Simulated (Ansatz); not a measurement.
# BAs: a single-point run

Wanted: a converged single-point run for BAs, and a check of what comes out. The structure is shown as the input types it.

Computed with Ansatz 0.2.0 (DFT, LDA, all-electron LAPW, scalar-relativistic, unless a step's input says otherwise).

## (1) The system as given

Symmetry: F-43m, No. 216, cubic system. The conventional cell has a = 4.732 Å, b = 4.732 Å, c = 4.732 Å, α = 90.00°, β = 90.00°, γ = 90.00°. B (site symmetry -43m) is surrounded by 4 As at 2.05 Å. Around As (site symmetry -43m) lie 4 B at 2.05 Å.

The input asks for a charge of -4 e on the cell.

Coordinates:

```cif
data_structure
_symmetry_space_group_name_H-M 'P 1'
_symmetry_Int_Tables_number 1
_cell_length_a 3.3459
_cell_length_b 3.3459
_cell_length_c 3.3459
_cell_angle_alpha 60.000
_cell_angle_beta 60.000
_cell_angle_gamma 60.000
_cell_volume 26.49
loop_
_atom_site_label
_atom_site_type_symbol
_atom_site_fract_x
_atom_site_fract_y
_atom_site_fract_z
_atom_site_occupancy
B1 B 0.00000 0.00000 0.00000 1
As1 As 0.25000 0.25000 0.25000 1
```

## (2) Running it

Input file input.yaml:

```yaml
crystal:
  lattice:
    - [0.0, 2.3659370215, 2.3659370215]
    - [2.3659370215, 0.0, 2.3659370215]
    - [2.3659370215, 2.3659370215, 0.0]
  atoms:
    - { symbol: B, position: [0.0, 0.0, 0.0] }
    - { symbol: As, position: [0.25, 0.25, 0.25] }
kpoints:
  mp_grid: { grid: [15, 15, 15] }
  band_path:
    path:
      - [0.0, 0.0, 0.0]
      - [-0.5, -0.5, 0.0]
      - [-0.375, -0.375, 0.25]
      - [-0.375, 0.0, 0.375]
      - [0.0, 0.0, 0.0]
      - [0.0, 0.0, 0.5]
      - [-0.5, -0.25, 0.25]
      - [-0.5, -0.5, 0.0]
    npoints: 14
scf:
  occupations: { method: fermi_dirac, width: 0.05 }
  max_iter: 100
hamiltonian:
  xc: lda
  pseudopotentials: { kind: all_electron, lapw: { basis_error: 0.0005 } }
output:
  forces: true
  stress: true
  eigenvalues: true
  populations: true
total_charge: -4
```

Command:

```sh
ansatz run input.yaml --threads 1 --pin off --max-ram 2048MiB --backend cpu --events-out ev --progress --plain --runs-dir out
```

What happens when this is run?

This run ends as converged. Convergence says nothing about whether the input makes sense.

Look at the input: total_charge is -4. The net charge is not the one intended, so the run treats another number of electrons.

The test: delete total_charge (the default then holds).
